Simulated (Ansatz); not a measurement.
# UBLYP/STO-3G run of AlHClO (SMILES [O][AlH][Cl])

Aim: the electronic atomisation energy of AlHClO at UBLYP/STO-3G, from 5 runs. 

The results are computed with Ansatz 0.2.0.

60 further runs of the same task are left out: 7 that didn't finish, 53 set aside as unsound or not needed.

## 1. The structure to begin with

AlHClO: 4 atoms, total charge 0, spin state doublet. As SMILES, `[O][AlH][Cl]`. Geometry: relaxed at PBE0-D4/def2-TZVP.

Bond lengths: O1–Al2 1.729 Å, Al2–Cl3 2.081 Å, Al2–H4 1.566 Å. Angles: O1–Al2–Cl3 116.2°, O1–Al2–H4 118.8°, Cl3–Al2–H4 125.0°.

## 2. A single-point energy at UBLYP/STO-3G

in.yaml reads:

```yaml
crystal:
  periodic: [false, false, false]
  atoms:
    - {symbol: O, position_ang: [0.290600, -1.035900, 1.350600]}
    - {symbol: Al, position_ang: [0.118400, 0.049000, 0.015600]}
    - {symbol: Cl, position_ang: [-1.573200, -0.210600, -1.168800]}
    - {symbol: H, position_ang: [1.219700, 1.137300, -0.217800]}
basis:
  gaussian: {orbitals: STO-3G}
magnetization: {spin_polarized: true, initial_magnetization: 1}
hamiltonian: {xc: {name: BLYP}}
accuracy: high
```

Command:

```sh
$ ansatz run in.yaml --threads 1 --pin off --max-ram 2610MiB --events-out events.jsonl --progress --plain --runs-dir runs
```

What it wrote:

```text
Warning: RAYON_NUM_THREADS=1 ignored (pool sized by the plan → 1); use --threads N
Functional definition: BLYP
  name "BLYP"
  parameter beta = 0.0042
  parameter a = 0.04918
  parameter b = 0.132
  parameter c = 0.2533
  parameter d = 0.349
  exchange = b88_x(beta = beta)
  correlation = lyp_c(a = a, b = b, c = c, d = d)
432 factors; integrals over basis functions are off by at most 2.4e-8 eV
mean field evaluation 1: about -20933.3099 eV, gradient 2.1e1 eV
mean field evaluation 2: about -20913.6576 eV, gradient 6.1e1 eV
mean field evaluation 4: about -20936.6353 eV, gradient 4.0e0 eV
mean field evaluation 8: about -20936.7424 eV, gradient 2.7e-2 eV
mean field evaluation 16: about -20936.7424 eV, gradient 1.6e-5 eV
mean field evaluation 32: about -20936.1443 eV, gradient 2.9e-3 eV
mean field -20936.74243926 eV, -769.4110932090 hartree, gradient 2.1e-8 eV, S^2 0.753639; 3 other end points of the search recorded, 0 dependent functions left out
reference -20936.74247352 eV, -769.4110944680 hartree; 20, 19 occupied and 4, 5 virtual orbitals, 432 factors
Total energy: -20936.74247352 eV, -769.4110944680 hartree
```

Run time: 3.6 s. Hardware: 1 thread of Arm Neoverse V1, shared host; peak memory 0.14 GiB.

## 3. The Al atom at the same level

job.yaml reads:

```yaml
crystal:
  periodic: [false, false, false]
  atoms:
    - {symbol: Al, position_ang: [0.000000, 0.000000, 0.000000]}
basis:
  gaussian:
    orbitals: STO-3G
magnetization:
  spin_polarized: true
  initial_magnetization: 1
hamiltonian:
  xc: {name: BLYP}
accuracy: high
```

Run the same way, it converges to -239.29454 Eh (log not shown).

## 4. The Cl atom

input.yaml reads:

```yaml
crystal:
  periodic: [false, false, false]
  atoms:
    - {symbol: Cl, position_ang: [0.000000, 0.000000, 0.000000]}
basis:
  gaussian: {orbitals: STO-3G}
magnetization: {spin_polarized: true, initial_magnetization: 1}
hamiltonian: {xc: {name: BLYP}}
accuracy: high
```

Run the same way, it converges to -455.06886 Eh (log not shown).

## 5. The H atom at the same level

run.yaml reads:

```yaml
crystal:
  periodic: [false, false, false]
  atoms:
    - {symbol: H, position_ang: [0.000000, 0.000000, 0.000000]}
basis:
  gaussian:
    orbitals: STO-3G
magnetization:
  spin_polarized: true
  initial_magnetization: 1
hamiltonian:
  xc: {name: BLYP}
accuracy: high
```

Command:

```sh
$ ansatz run run.yaml --threads 1 --pin off --max-ram 2610MiB --events-out events.jsonl --progress --plain --runs-dir runs
```

What it wrote:

```text
Warning: RAYON_NUM_THREADS=1 ignored (pool sized by the plan → 1); use --threads N
[... 9 set-up lines as earlier in the session ...]
1 factors; integrals over basis functions are off by at most 4.6e-10 eV
mean field evaluation 1: about -12.5918 eV, gradient 0.0e0 eV
mean field evaluation 2: about -12.5918 eV, gradient 0.0e0 eV
mean field -12.59181263 eV, -0.4627405790 hartree, gradient 0.0e0 eV, S^2 0.750000; 0 other end points of the search recorded, 0 dependent functions left out
reference -12.59183075 eV, -0.4627412451 hartree; 1, 0 occupied and 0, 1 virtual orbitals, 1 factors
Total energy: -12.59183075 eV, -0.4627412451 hartree
```

It took 0.08 s on 1 thread of Arm Neoverse V1, shared host.

## 6. The O atom, same level

molecule.yaml reads:

```yaml
crystal:
  periodic: [false, false, false]
  atoms:
    - {symbol: O, position_ang: [0.000000, 0.000000, 0.000000]}
basis:
  gaussian: {orbitals: STO-3G}
hamiltonian: {xc: {name: BLYP}}
magnetization: {spin_polarized: true, initial_magnetization: 2}
accuracy: high
```

Run the same way, it converges to -74.00713 Eh (log not shown).

## 7. Outcome

At UBLYP/STO-3G:

| quantity | value |
| --- | --- |
| molecule: total energy | -769.41109 Eh |
| molecule: ⟨S²⟩ | 0.754 |
| Al atom: total energy | -239.29454 Eh |
| Al atom: ⟨S²⟩ | 0.750 |
| Cl atom: total energy | -455.06886 Eh |
| Cl atom: ⟨S²⟩ | 0.750 |
| H atom: total energy | -0.46274 Eh |
| H atom: ⟨S²⟩ | 0.750 |
| O atom: total energy | -74.00713 Eh |
| O atom: ⟨S²⟩ | 2.000 |
| electronic atomisation energy | 15.723 eV |

What this shows: Taking the molecule apart into free atoms costs 15.72 eV (363 kcal/mol), before zero-point energy and without spin-orbit coupling. In a minimal basis such a difference can be off by several eV, whatever the method.
